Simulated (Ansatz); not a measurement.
# CH3BF2O: vertical spin-state energies, by script

Which spin state of CH3BF2O lies lowest at this geometry? A script is to give vertical spin-state energies; the system is CH3BF2O. SMILES: OCB(F)F.

Program: Ansatz 0.2.0 through its Python package. Level of theory: MP2/cc-pVDZ. These are calculated values, not measurements.

## (1) The structure

Bond lengths: O1–C2 1.401 Å, C2–B3 1.591 Å, B3–F4 1.445 Å, B3–F5 1.445 Å, O1–H6 0.993 Å, C2–H7 1.113 Å, C2–H8 1.109 Å. Angles: O1–C2–B3 110.2°, O1–C2–H7 110.8°, O1–C2–H8 108.9°, B3–C2–H7 110.0°, B3–C2–H8 108.6°, H7–C2–H8 108.3°, C2–O1–H6 106.8°, C2–B3–F4 120.1°, C2–B3–F5 120.0°, F4–B3–F5 119.9°.

Input file ch3bf2o.xyz:

```xyz
8

O    -1.20550    0.86440    0.30010
C    -0.50780   -0.18160   -0.31800
B     1.05230   -0.04060   -0.03830
F     1.76700   -1.10120    0.63360
F     1.75870    1.14580   -0.46310
H    -1.31610    0.61160    1.25440
H    -0.87190   -1.16910    0.04470
H    -0.67680   -0.12940   -1.41330
```

## (2) The script

ch3bf2o.py

```python
# -*- coding: utf-8 -*-
"""Vertical spin-state energies of CH3BF2O."""

import logging
import sys
import warnings

import ansatz as az

logging.basicConfig(stream=sys.stdout, format="%(levelname)s %(message)s")
logger = logging.getLogger("calc")
logger.setLevel(logging.INFO)

BASIS = "cc-pVDZ"
LEVEL = "mp2"

warnings.simplefilter("ignore", az.DeckWarning)

molecule = az.Crystal.molecule_from_extxyz("ch3bf2o.xyz")

model = (
    molecule.calculation()
    .basis(gaussian=BASIS)
    .correlation(LEVEL)
)
found = {}
for unpaired in [0, 2]:
    r = model.spin("collinear", total=unpaired).run(threads=1).report
    s = unpaired / 2
    found[unpaired] = r["free_energy_ev"]
    logger.info(f"2S+1 = {unpaired + 1}: E = {found[unpaired]:.5f} eV, <S^2> = {abs(r['mean_field']['state']['spin_squared']):.3f} (pure state {s * (s + 1):.2f})")
lowest = min(found, key=found.get)
for unpaired, e in found.items():
    logger.info(f"multiplicity {unpaired + 1}: {96.485332 * (e - found[lowest]):.1f} kJ/mol above the lowest")
```

## (3) The calls as engine input

The engine receives this input (first run):

```yaml
crystal:
  periodic: [false, false, false]
  atoms:
    - { symbol: O, position_ang: [-1.2055, 0.8644, 0.3001] }
    - { symbol: C, position_ang: [-0.5078, -0.1816, -0.318] }
    - { symbol: B, position_ang: [1.0523, -0.0406, -0.0383] }
    - { symbol: F, position_ang: [1.767, -1.1012, 0.6336] }
    - { symbol: F, position_ang: [1.7587, 1.1458, -0.4631] }
    - { symbol: H, position_ang: [-1.3161, 0.6116, 1.2544] }
    - { symbol: H, position_ang: [-0.8719, -1.1691, 0.0447] }
    - { symbol: H, position_ang: [-0.6768, -0.1294, -1.4133] }
basis:
  gaussian:
    orbitals: cc-pVDZ
magnetization:
  spin_polarized: true
  initial_magnetization: 0.0
correlation:
  method: mp2
```

## (4) Running it

Started as:

```bash
python ch3bf2o.py
```

Log:

```text
INFO 2S+1 = 1: E = -9222.65228 eV, <S^2> = 0.000 (pure state 0.00)
INFO 2S+1 = 3: E = -9216.57417 eV, <S^2> = 2.022 (pure state 2.00)
INFO multiplicity 1: 0.0 kJ/mol above the lowest
INFO multiplicity 3: 586.4 kJ/mol above the lowest
```

Run time: 3.7 s. Hardware: 1 thread of Arm Neoverse V1, shared host; peak memory 0.23 GiB.

## (5) Inputs of later runs

The engine's inputs for the other runs:

Run 2, against run 1:

```diff
@@ -17 +17 @@
-  initial_magnetization: 0.0
+  initial_magnetization: 2.0
```

## (6) What each run gave

From the records of these 2 runs:

```tsv
run	2S+1	energy from run 1 (eV)	<S²>	iterations in all	CPU time (s)
1	1	0.0000	0.00	14	1.2
2	3	6.0781	2.02	30	2.1
```

## (7) What came out

| quantity | value |
| --- | --- |
| runs compared | 2 |
| lowest | run 1 (2S+1 = 1) |
| next above it by | 6.078 eV |

In words: In order: multiplicity 1 (+0.00 eV) and multiplicity 3 (+6.08 eV), all at the one geometry. The geometry is a force-field or estimated start, not a minimum of this method, and the basis set is short of its limit. All parts are taken at fixed geometry, without zero-point energy.
